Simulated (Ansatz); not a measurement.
# BGeH5O: shift of H5 from B2 to O1, part 2 of 2

Aim: the minimum-energy path and barrier of the shift of H5 from B2 to O1. The ends are relaxed first, then joined by a nudged elastic band. SMILES of the start: O[BH][GeH3].

Ansatz 0.2.0; RKS PBE/def2-SVP.

**7. Frequencies at the highest image**

The geometry is the highest inner image of the first converged band.

Input file input.yaml:

```yaml
crystal:
  periodic: [false, false, false]
  atoms:
    - { symbol: O, position_ang: [-1.112091, 0.718734, -1.115706] }
    - { symbol: B, position_ang: [0.370077, 0.367139, -1.112503] }
    - { symbol: Ge, position_ang: [0.852541, -0.369195, 0.799503] }
    - { symbol: H, position_ang: [-1.866315, 0.382249, -0.50511] }
    - { symbol: H, position_ang: [-0.943835, 0.569665, -2.140505] }
    - { symbol: H, position_ang: [-0.499038, -0.451137, 1.618584] }
    - { symbol: H, position_ang: [1.460164, -1.800934, 0.787658] }
    - { symbol: H, position_ang: [1.830794, 0.526277, 1.612379] }
basis:
  gaussian: { orbitals: def2-SVP }
hamiltonian:
  xc: pbe
phonons: {}
```

Run with:

```
$ ansatz run input.yaml --threads 2 --pin off --max-ram 3072MiB --backend cpu --events-out ev --progress --plain --runs-dir out
```

The log of the run, cut to the lines that bear on the results:

```text
Warning: RAYON_NUM_THREADS=2 ignored (pool sized by the plan → 2); use --threads N
[...]
Functional definition: PBE
[...]
938 factors; their error is unknown
[...]
mean field -59297.38553380 eV, -2179.1387251555 hartree, gradient 1.5e-5 eV, S^2 0.000000; 0 other end points of the search recorded, 0 dependent functions left out
[...]
reference -59297.38556866 eV, -2179.1387264366 hartree; 25, 25 occupied and 60, 60 virtual orbitals, 938 factors
[...]
938 factors; their error is unknown
mean field -59297.38545532 eV, -2179.1387222716 hartree, gradient 1.8e-6 eV, S^2 0.000000; 0 other end points of the search recorded, 0 dependent functions left out
[...]
reference -59297.38549019 eV, -2179.1387235531 hartree; 25, 25 occupied and 60, 60 virtual orbitals, 938 factors
[...]
938 factors; their error is unknown
mean field -59297.38546945 eV, -2179.1387227907 hartree, gradient 9.9e-7 eV, S^2 0.000000; 0 other end points of the search recorded, 0 dependent functions left out
[...]
WARN: phonons: modes at or below zero, which the zero-point energy, F, S and C_V leave out: 1, the lowest at -1117.72 cm⁻¹. A minimum has none, and a first-order saddle one
[...]
Total energy: -59297.38556866 eV, -2179.1387264366 hartree
Atom 0 at    -1.112091     0.718734    -1.115706 Å, force    -0.002873     0.007165     0.028866 eV/Å
Atom 1 at     0.370077     0.367139    -1.112503 Å, force    -0.006291    -0.003335     0.006469 eV/Å
Atom 2 at     0.852541    -0.369195     0.799503 Å, force     0.000096    -0.003100     0.001915 eV/Å
Atom 3 at    -1.866315     0.382249    -0.505110 Å, force     0.008684    -0.000788    -0.004794 eV/Å
Atom 4 at    -0.943835     0.569665    -2.140505 Å, force    -0.001209    -0.003607    -0.029694 eV/Å
Atom 5 at    -0.499038    -0.451137     1.618584 Å, force    -0.002720     0.002160    -0.001792 eV/Å
Atom 6 at     1.460164    -1.800934     0.787658 Å, force     0.003161     0.000925    -0.001096 eV/Å
Atom 7 at     1.830794     0.526277     1.612379 Å, force     0.001151     0.000579     0.000127 eV/Å
Dipole moment:    -0.734714    -0.013803     0.032860 e Å
Vibrations: -1117.72 101.92 118.10 283.79 362.96 402.12 496.93 597.78 724.58 765.28 836.00 844.90 1117.54 1916.67 2054.35 2061.85 2680.71 2696.89 cm⁻¹, zero-point energy 1.119724 eV
```

Run time: 23 s. Hardware: 2 threads of Intel Xeon Platinum 8488C (Sapphire Rapids), shared host; peak memory 0.13 GiB.

Of 18 modes, 1 is imaginary by more than 30 cm⁻¹ (1118i cm⁻¹).

**8. The band again, with other settings**

crystal.atoms is end A as relaxed above, and neb.final_atoms is end B, turned to lie on A. With 7 inner images the band has 9 in all.

Input file input.yaml:

```yaml
crystal:
  periodic: [false, false, false]
  atoms:
    - { symbol: O, position_ang: [-1.664704, 0.399252, -0.721801] }
    - { symbol: B, position_ang: [-0.318341, 0.256389, -0.807567] }
    - { symbol: Ge, position_ang: [0.729436, -0.343728, 0.885355] }
    - { symbol: H, position_ang: [-2.066559, 0.683246, -1.565248] }
    - { symbol: H, position_ang: [0.26271, 0.477031, -1.863649] }
    - { symbol: H, position_ang: [-0.165491, -0.569314, 2.135324] }
    - { symbol: H, position_ang: [1.502563, -1.668161, 0.61543] }
    - { symbol: H, position_ang: [1.812684, 0.708084, 1.266456] }
basis:
  gaussian: { orbitals: def2-SVP }
hamiltonian:
  xc: pbe
neb:
  order_check: false
  images: 7
  f_tol: 0.05
  max_iterations: 60
  initial_path: linear
  final_atoms:
    - { symbol: O, position_ang: [-0.88254546, 0.42144695, -1.14690513] }
    - { symbol: B, position_ang: [0.59120587, 0.28040105, -1.31994959] }
    - { symbol: Ge, position_ang: [0.89153534, -0.31679156, 0.69902518] }
    - { symbol: H, position_ang: [-1.37871886, 0.22750724, -0.21110709] }
    - { symbol: H, position_ang: [-1.43526592, 0.70232066, -1.90301524] }
    - { symbol: H, position_ang: [-0.71456049, -0.21991657, 1.10815678] }
    - { symbol: H, position_ang: [1.35626656, -1.76919733, 1.03448403] }
    - { symbol: H, position_ang: [1.66438097, 0.61702857, 1.68361106] }
```

Run with:

```
$ ansatz run input.yaml --threads 2 --pin off --max-ram 3072MiB --backend cpu --events-out ev --progress --plain --runs-dir out
```

The log of the run, cut to the lines that bear on the results:

```text
Warning: RAYON_NUM_THREADS=2 ignored (pool sized by the plan → 2); use --threads N
[...]
Functional definition: PBE
[...]
938 factors; their error is unknown
[...]
mean field -59302.23331072 eV, -2179.3168776716 hartree, gradient 5.5e-5 eV, S^2 0.000000; 0 other end points of the search recorded, 0 dependent functions left out
[...]
reference -59302.23334591 eV, -2179.3168789648 hartree; 25, 25 occupied and 60, 60 virtual orbitals, 938 factors
938 factors; their error is unknown
[...]
mean field -59297.66734546 eV, -2179.1490815431 hartree, gradient 3.9e-5 eV, S^2 0.000000; 0 other end points of the search recorded, 0 dependent functions left out
[...]
reference -59297.66737983 eV, -2179.1490828063 hartree; 25, 25 occupied and 60, 60 virtual orbitals, 938 factors
NEB end point (image 0): max|allowed force component| = 1.035e-2 eV/Å (the criterion of neb.relax_end_points is 1.000e-2)
[...]
NEB iter  41: max|band force component| = 3.158e-2 eV/Å  barrier→ = 4.8477 eV  barrier← = 0.2818 eV  CI = image 7  Δτ_max = 0.0000 Å  (346 SCF iters)
Total energy: -59297.38562717 eV, -2179.1387285871 hartree
Atom 0 at    -1.053574     0.439684    -1.303042 Å, force    -0.000269    -0.000497    -0.002609 eV/Å
Atom 1 at     0.446720     0.248098    -1.120350 Å, force     0.000030    -0.000062     0.001011 eV/Å
Atom 2 at     0.766944    -0.464352     0.834415 Å, force     0.000404     0.000043    -0.000337 eV/Å
Atom 3 at    -1.784385     0.570221    -0.593889 Å, force     0.000909     0.000348     0.001199 eV/Å
Atom 4 at    -0.682668     1.101038    -2.029191 Å, force    -0.000569     0.000102     0.000570 eV/Å
Atom 5 at    -0.637596    -0.445229     1.564063 Å, force    -0.000354     0.000059     0.000076 eV/Å
Atom 6 at     1.306028    -1.921711     0.911590 Å, force    -0.000046     0.000042     0.000069 eV/Å
Atom 7 at     1.730830     0.415050     1.680704 Å, force    -0.000106    -0.000035     0.000021 eV/Å
Dipole moment:    -0.699838     0.217873     0.052551 e Å
this run last wrote the band of iteration 41 to <dir>
```

Run time: 3.4 min. Hardware: 2 threads of Intel Xeon Platinum 8488C (Sapphire Rapids), shared host; peak memory 0.13 GiB.

**9. Images and barrier**

The 7 inner images lie between the fixed ends 0 and 8. Energy is taken from image 0, and the path length is the program's own coordinate along the band.

| image | path (Å) | energy (eV) | H5–B2 (Å) | H5–O1 (Å) | band force (eV/Å) |
| --- | --- | --- | --- | --- | --- |
| 0 | 0.000 | 0.0000 | 1.23 | 2.24 | - |
| 1 | 1.625 | 0.0160 | 1.22 | 2.24 | 0.002 |
| 2 | 3.250 | 0.0010 | 1.23 | 2.24 | 0.005 |
| 3 | 4.874 | 0.0177 | 1.22 | 2.17 | 0.032 |
| 4 | 6.499 | -0.0035 | 1.22 | 2.18 | 0.030 |
| 5 | 8.123 | 0.0195 | 1.22 | 2.17 | 0.012 |
| 6 | 9.747 | -0.0021 | 1.22 | 2.16 | 0.009 |
| 7* | 11.371 | 4.8477 | 1.68 | 1.05 | 0.003 |
| 8 | 12.524 | 4.5660 | 2.15 | 0.98 | - |

The star marks the climbing image.

image, energy (eV) and a bar:
```
        0      0.000 
        1      0.016 
        2      0.001 
        3      0.018 
        4     -0.004 
        5      0.020 
        6     -0.002 
        7      4.848 ##############################
        8      4.566 ############################
```

**10. Dynamics from the top**

It starts at the highest inner image of the first converged band: 200 steps of 0.5 fs at constant energy, with velocities drawn for 300 K.

Input file input.yaml:

```yaml
crystal:
  periodic: [false, false, false]
  atoms:
    - { symbol: O, position_ang: [-1.112091, 0.718734, -1.115706] }
    - { symbol: B, position_ang: [0.370077, 0.367139, -1.112503] }
    - { symbol: Ge, position_ang: [0.852541, -0.369195, 0.799503] }
    - { symbol: H, position_ang: [-1.866315, 0.382249, -0.50511] }
    - { symbol: H, position_ang: [-0.943835, 0.569665, -2.140505] }
    - { symbol: H, position_ang: [-0.499038, -0.451137, 1.618584] }
    - { symbol: H, position_ang: [1.460164, -1.800934, 0.787658] }
    - { symbol: H, position_ang: [1.830794, 0.526277, 1.612379] }
basis:
  gaussian: { orbitals: def2-SVP }
hamiltonian:
  xc: pbe
md:
  timestep: 0.5
  n_steps: 200
  ensemble: nve
  temperature: 300.0
  initial_velocities: maxwell_boltzmann
  seed: 6161
```

Run with:

```
$ ansatz run input.yaml --threads 2 --pin off --max-ram 3072MiB --backend cpu --events-out ev --progress --plain --runs-dir out
```

The log of the run, cut to the lines that bear on the results:

```text
Warning: RAYON_NUM_THREADS=2 ignored (pool sized by the plan → 2); use --threads N
[...]
Functional definition: PBE
[...]
938 factors; their error is unknown
[...]
mean field -59297.38553380 eV, -2179.1387251555 hartree, gradient 1.5e-5 eV, S^2 0.000000; 0 other end points of the search recorded, 0 dependent functions left out
[...]
reference -59297.38556866 eV, -2179.1387264366 hartree; 25, 25 occupied and 60, 60 virtual orbitals, 938 factors
md step     0: t =     0.00 fs  T =   300.0 K  F+E_penalty+E_count = -59297.38553380 eV  E_kin = 0.232668 eV  conserved = -59297.15286580 eV  (27 SCF iters)
[...]
md step    24: t =    12.00 fs  T =   146.3 K  F+E_penalty+E_count = -59297.26592057 eV  E_kin = 0.113477 eV  conserved = -59297.15244375 eV  (31 SCF iters)
[...]
md step    48: t =    24.00 fs  T =   348.8 K  F+E_penalty+E_count = -59297.42342075 eV  E_kin = 0.270548 eV  conserved = -59297.15287290 eV  (31 SCF iters)
[...]
md step    72: t =    36.00 fs  T =   354.9 K  F+E_penalty+E_count = -59297.42777385 eV  E_kin = 0.275240 eV  conserved = -59297.15253345 eV  (28 SCF iters)
[...]
md step    96: t =    48.00 fs  T =   297.6 K  F+E_penalty+E_count = -59297.38312585 eV  E_kin = 0.230788 eV  conserved = -59297.15233824 eV  (28 SCF iters)
md step    97: t =    48.50 fs  T =   304.6 K  F+E_penalty+E_count = -59297.38872475 eV  E_kin = 0.236205 eV  conserved = -59297.15251949 eV  (28 SCF iters)
md step    98: t =    49.00 fs  T =   311.8 K  F+E_penalty+E_count = -59297.39466940 eV  E_kin = 0.241837 eV  conserved = -59297.15283253 eV  (28 SCF iters)
```

**11. The log goes on: dynamics from the highest image of the converged band**

Output, continued, cut to the lines that bear on the results:

```text
md step    99: t =    49.50 fs  T =   313.6 K  F+E_penalty+E_count = -59297.39631092 eV  E_kin = 0.243225 eV  conserved = -59297.15308630 eV  (28 SCF iters)
[...]
md step   124: t =    62.00 fs  T =   221.1 K  F+E_penalty+E_count = -59297.32369179 eV  E_kin = 0.171515 eV  conserved = -59297.15217716 eV  (29 SCF iters)
[...]
md step   149: t =    74.50 fs  T =   297.1 K  F+E_penalty+E_count = -59297.38293933 eV  E_kin = 0.230419 eV  conserved = -59297.15252082 eV  (30 SCF iters)
[...]
md step   174: t =    87.00 fs  T =   163.4 K  F+E_penalty+E_count = -59297.27953783 eV  E_kin = 0.126709 eV  conserved = -59297.15282899 eV  (30 SCF iters)
[...]
md step   199: t =    99.50 fs  T =   253.5 K  F+E_penalty+E_count = -59297.34922205 eV  E_kin = 0.196628 eV  conserved = -59297.15259382 eV  (28 SCF iters)
[...]
md step   200: t =   100.00 fs  T =   254.9 K  F+E_penalty+E_count = -59297.35037082 eV  E_kin = 0.197680 eV  conserved = -59297.15269090 eV  (28 SCF iters)
Total energy: -59297.35040577 eV, -2179.1374342243 hartree
Atom 0 at    -0.984639     0.716041    -0.956455 Å, force    -0.987510     0.772401    -1.350845 eV/Å
Atom 1 at     0.417266     0.203171    -1.218831 Å, force     0.566414    -0.213823     0.279565 eV/Å
Atom 2 at     0.827854    -0.367853     0.771438 Å, force    -1.277142     0.516172    -0.165182 eV/Å
Atom 3 at    -1.780048     0.721732    -0.290490 Å, force     0.338351    -0.258272     0.552810 eV/Å
Atom 4 at    -1.264778     1.195528    -1.768081 Å, force     0.036207    -0.220349     0.234902 eV/Å
Atom 5 at    -0.507573    -1.047180     1.350322 Å, force     0.330575     0.115780    -0.027501 eV/Å
Atom 6 at     2.035625    -1.028653     1.332470 Å, force     0.897117    -0.562147     0.374386 eV/Å
Atom 7 at     0.748368     1.089170     1.383595 Å, force     0.095988    -0.149763     0.101865 eV/Å
Dipole moment:    -0.852065     0.282515     0.014121 e Å
```

It took 2.6 min on 2 threads of Intel Xeon Platinum 8488C (Sapphire Rapids), shared host; peak memory 0.13 GiB.

**12. Frames and traces**

One step in 15; energies are changes from step 0:

| time (fs) | T (K) | potential energy change (meV/atom) | total energy change (meV/atom) | H5–B2 (Å) | H5–O1 (Å) |
| --- | --- | --- | --- | --- | --- |
| 0.0 | 300 | 0.0 | 0.00 | 1.68 | 1.05 |
| 7.5 | 213 | 8.5 | 0.02 | 1.66 | 1.02 |
| 15.0 | 172 | 12.5 | 0.06 | 1.75 | 1.07 |
| 22.5 | 303 | -0.3 | 0.00 | 1.87 | 0.98 |
| 30.0 | 326 | -2.5 | 0.09 | 2.14 | 0.95 |
| 37.5 | 377 | -7.5 | -0.01 | 2.30 | 0.97 |
| 45.0 | 253 | 4.6 | 0.05 | 2.34 | 1.00 |
| 52.5 | 187 | 11.1 | 0.11 | 2.34 | 1.02 |
| 60.0 | 258 | 4.1 | 0.03 | 2.14 | 1.00 |
| 67.5 | 247 | 5.2 | 0.03 | 2.00 | 0.96 |
| 75.0 | 269 | 3.1 | 0.09 | 2.08 | 0.95 |
| 82.5 | 209 | 8.8 | -0.02 | 2.14 | 0.97 |
| 90.0 | 162 | 13.4 | 0.05 | 2.09 | 1.01 |
| 97.5 | 263 | 3.6 | 0.05 | 2.05 | 1.01 |
| 100.0 | 255 | 4.4 | 0.02 | 2.03 | 0.98 |

time (fs), T (K) and a bar:
```
      0.0        300 #####################
      4.5        190 ######
      8.5        183 #####
     13.0        150 
     17.5        212 #########
     21.5        236 ############
     26.0        339 ###########################
     30.5        329 ##########################
     35.0        336 ###########################
     39.0        360 ##############################
     43.5        234 ############
     48.0        298 #####################
     52.0        202 #######
     56.5        263 ################
     61.0        228 ###########
     65.0        248 ##############
     69.5        274 ##################
     74.0        326 #########################
     78.5        218 ##########
     82.5        209 ########
     87.0        163 ##
     91.5        182 #####
     95.5        274 ##################
    100.0        255 ###############
```

The last frame stands with the bonds of end B.

**13. A trajectory let go at the top**

It starts at the highest inner image of the first converged band: 200 steps of 0.5 fs at constant energy, with velocities drawn for 100 K.

input.yaml, as its differences from that of step 10:

```diff
@@ -19,4 +19,4 @@
   ensemble: nve
-  temperature: 300.0
+  temperature: 100.0
   initial_velocities: maxwell_boltzmann
-  seed: 6161
+  seed: 6162
```

Run with:

```
$ ansatz run input.yaml --threads 2 --pin off --max-ram 3072MiB --backend cpu --events-out ev --progress --plain --runs-dir out
```

The log of the run, cut to the lines that bear on the results:

```text
Warning: RAYON_NUM_THREADS=2 ignored (pool sized by the plan → 2); use --threads N
[...]
Functional definition: PBE
[...]
938 factors; their error is unknown
[...]
mean field -59297.38553380 eV, -2179.1387251555 hartree, gradient 1.5e-5 eV, S^2 0.000000; 0 other end points of the search recorded, 0 dependent functions left out
[...]
reference -59297.38556866 eV, -2179.1387264366 hartree; 25, 25 occupied and 60, 60 virtual orbitals, 938 factors
md step     0: t =     0.00 fs  T =   100.0 K  F+E_penalty+E_count = -59297.38553380 eV  E_kin = 0.077556 eV  conserved = -59297.30797780 eV  (27 SCF iters)
[...]
md step    24: t =    12.00 fs  T =    27.8 K  F+E_penalty+E_count = -59297.32918615 eV  E_kin = 0.021548 eV  conserved = -59297.30763828 eV  (31 SCF iters)
[...]
md step    48: t =    24.00 fs  T =   196.7 K  F+E_penalty+E_count = -59297.46053376 eV  E_kin = 0.152573 eV  conserved = -59297.30796107 eV  (29 SCF iters)
[...]
md step    72: t =    36.00 fs  T =   201.0 K  F+E_penalty+E_count = -59297.46358663 eV  E_kin = 0.155881 eV  conserved = -59297.30770603 eV  (31 SCF iters)
[...]
md step    96: t =    48.00 fs  T =   320.5 K  F+E_penalty+E_count = -59297.55659686 eV  E_kin = 0.248585 eV  conserved = -59297.30801207 eV  (28 SCF iters)
md step    97: t =    48.50 fs  T =   321.5 K  F+E_penalty+E_count = -59297.55742200 eV  E_kin = 0.249359 eV  conserved = -59297.30806326 eV  (27 SCF iters)
md step    98: t =    49.00 fs  T =   317.8 K  F+E_penalty+E_count = -59297.55458373 eV  E_kin = 0.246492 eV  conserved = -59297.30809180 eV  (29 SCF iters)
```

**14. The log goes on: dynamics from the highest image of the converged band**

The log, continued, cut to the lines that bear on the results:

```text
md step    99: t =    49.50 fs  T =   308.9 K  F+E_penalty+E_count = -59297.54765871 eV  E_kin = 0.239569 eV  conserved = -59297.30808929 eV  (29 SCF iters)
[...]
md step   124: t =    62.00 fs  T =   182.5 K  F+E_penalty+E_count = -59297.44931666 eV  E_kin = 0.141518 eV  conserved = -59297.30779886 eV  (29 SCF iters)
[...]
md step   149: t =    74.50 fs  T =   272.8 K  F+E_penalty+E_count = -59297.51950028 eV  E_kin = 0.211577 eV  conserved = -59297.30792309 eV  (29 SCF iters)
[...]
md step   174: t =    87.00 fs  T =   296.0 K  F+E_penalty+E_count = -59297.53728629 eV  E_kin = 0.229528 eV  conserved = -59297.30775830 eV  (31 SCF iters)
[...]
md step   199: t =    99.50 fs  T =   709.7 K  F+E_penalty+E_count = -59297.85631146 eV  E_kin = 0.550398 eV  conserved = -59297.30591310 eV  (29 SCF iters)
[...]
md step   200: t =   100.00 fs  T =   747.1 K  F+E_penalty+E_count = -59297.88496444 eV  E_kin = 0.579386 eV  conserved = -59297.30557847 eV  (28 SCF iters)
Total energy: -59297.88499788 eV, -2179.1570801221 hartree
Atom 0 at    -0.898606     0.591780    -0.939764 Å, force    -1.200196     0.870382    -2.242496 eV/Å
Atom 1 at     0.412666     0.393713    -1.186339 Å, force     0.915531    -0.806044     1.249811 eV/Å
Atom 2 at     0.815100    -0.353046     0.750238 Å, force     0.904660    -0.140601     0.013371 eV/Å
Atom 3 at    -1.465329     0.106232     0.540240 Å, force    -2.127132     1.583228    -2.288022 eV/Å
Atom 4 at    -1.349388     0.908093    -1.749015 Å, force    -0.303647     0.252025     0.062069 eV/Å
Atom 5 at    -1.147889    -0.229386     1.081423 Å, force     1.186452    -1.717034     3.144312 eV/Å
Atom 6 at     1.308097    -1.704028     1.374221 Å, force     0.393781    -0.170940    -0.114233 eV/Å
Atom 7 at     1.488854     0.711620     1.675146 Å, force     0.230550     0.128983     0.175189 eV/Å
Dipole moment:    -0.520595     0.036306     0.003830 e Å
```

It took 2.5 min on 2 threads of Intel Xeon Platinum 8488C (Sapphire Rapids), shared host; peak memory 0.13 GiB.

**15. Frames and traces**

One step in 15; energies are changes from step 0:

| time (fs) | T (K) | potential energy change (meV/atom) | total energy change (meV/atom) | H5–B2 (Å) | H5–O1 (Å) |
| --- | --- | --- | --- | --- | --- |
| 0.0 | 100 | 0.0 | 0.00 | 1.68 | 1.05 |
| 7.5 | 76 | 2.4 | 0.01 | 1.68 | 1.05 |
| 15.0 | 59 | 4.0 | 0.02 | 1.72 | 1.04 |
| 22.5 | 146 | -4.4 | 0.02 | 1.85 | 0.99 |
| 30.0 | 190 | -8.7 | 0.03 | 2.14 | 0.98 |
| 37.5 | 226 | -12.2 | 0.02 | 2.28 | 0.98 |
| 45.0 | 277 | -17.1 | 0.03 | 2.22 | 0.98 |
| 52.5 | 194 | -9.1 | 0.04 | 2.12 | 0.98 |
| 60.0 | 156 | -5.4 | 0.03 | 2.02 | 0.98 |
| 67.5 | 236 | -13.2 | 0.03 | 2.08 | 0.98 |
| 75.0 | 255 | -15.0 | 0.02 | 2.26 | 0.98 |
| 82.5 | 269 | -16.4 | 0.00 | 2.26 | 0.98 |
| 90.0 | 331 | -22.4 | 0.01 | 2.06 | 0.98 |
| 97.5 | 762 | -64.4 | -0.23 | 1.92 | 0.98 |
| 100.0 | 747 | -62.4 | 0.30 | 1.92 | 0.98 |

time (fs), T (K) and a bar:
```
      0.0        100 ###
      4.5         45 #
      8.5         73 ##
     13.0         29 
     17.5         83 ##
     21.5        111 ###
     26.0        221 ########
     30.5        191 #######
     35.0        196 #######
     39.0        251 #########
     43.5        263 ##########
     48.0        321 ############
     52.0        212 ########
     56.5        155 #####
     61.0        167 ######
     65.0        230 ########
     69.5        255 #########
     74.0        289 ###########
     78.5        182 ######
     82.5        269 ##########
     87.0        296 ###########
     91.5        333 #############
     95.5        506 ####################
    100.0        747 ##############################
```

Bonds that form or break, judged by distance (formed within 1.15 times the sum of covalent radii and held on average over 12 fs, broken when stretched by half; pairs already stretched at the start don't count as bonds):

| time (fs) | bond | event |
| --- | --- | --- |
| 99.0 | O1–H4 | breaks |

The last frame stands with a bonding of neither end.

**16. What came out**

This closing draws on all 2 parts.

| quantity | value |
| --- | --- |
| end A | 13 moves, 0.949 eV lower |
| end B | 19 moves, 2.236 eV lower |
| first band: barrier forwards | 4.85 eV |
| first band: barrier backwards | 0.28 eV |
| first band: second end relative to first | +4.566 eV |
| first band: highest image | 7 of 0 to 8, climbing |
| first band: band iterations | 45 |
| imaginary modes at the top | 1118i cm⁻¹ |
| second band | top 4.848 eV above image 0, 41 iterations, 7 inner images |
| time, first and second band | 3.8 min and 3.4 min |
| trajectory at 300 K, after 100 fs | with the bonds of end B, at 255 K |
| trajectory at 100 K, after 100 fs | with a bonding of neither end, at 747 K |

In the first band: the barrier from the first end is 4.85 eV, 188 times kT at 300 K; with a typical attempt rate of 10^13 per second that is roughly 10^-68 events a second. The second end lies 4.57 eV above the first, so the way back costs 0.28 eV. By distance, end A alone has B2–H5 and end B alone has O1–H5. One imaginary mode, as a first-order saddle point has. The second band's top agrees with the first's to 1 meV, so the changed settings hardly move the height. Zero-point energy and entropy are left out. Tunnelling, which matters where hydrogen moves, is missing too. Semilocal functionals tend to give barriers that are too low.
